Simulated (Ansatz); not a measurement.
**LiBe in Ansatz: the effect of functional**

The system is LiBe.

```
Be Li
1.0
     2.29599    0.00000    0.00000
     0.00000    3.61277    0.00000
    -0.40174    0.00000    5.51353
Be Li
2 2
Direct
  0.24358 0.75000 0.42383
  0.75642 0.25000 0.57617
  0.26315 0.75000 0.84514
  0.73685 0.25000 0.15486
```

The cell comes from a database or a generator and needn't be the stable form of this composition.

Alike in all runs:

* Program: Ansatz 0.2.0
* Task: projected density of states
* Potentials or basis: Ansatz PAW
* k mesh: 7 × 4 × 3
* Occupations: fermi-dirac, width 0.05 eV
* Spin: no spin polarisation

```csv
functional,cutoff,pressure (GPa),largest force (eV/Å)
LDA,420 eV (not typed: the program's choice for these potentials),?,?
PBE,420 eV (not typed: the program's choice for these potentials),0.0,0.08
PBEsol,420 eV (not typed: the program's choice for these potentials),-0.4,0.08
RPBE,420 eV (not typed: the program's choice for these potentials),1.8,0.04
revPBE,420 eV (not typed: the program's choice for these potentials),1.6,0.05
BLYP,420 eV (not typed: the program's choice for these potentials),0.0,0.15
r2SCAN,500 eV (not typed: the program's choice for these potentials),0.4,0.07
HSE06,420 eV (not typed: the program's choice for these potentials),0.0,0.15
```

Q: What does the run with functional LDA give?

A: Pressure -2.8 GPa; largest force 0.15 eV/Å.

Caveats: all runs use coarse meshes; the density of states is complete only up to the lowest level of the last band computed; the PAW data sets come from PBE, with cores solved anew for the run's functional, which leaves a small shift of forces and pressure (some runs); the thresholds are loose for stress (some runs).
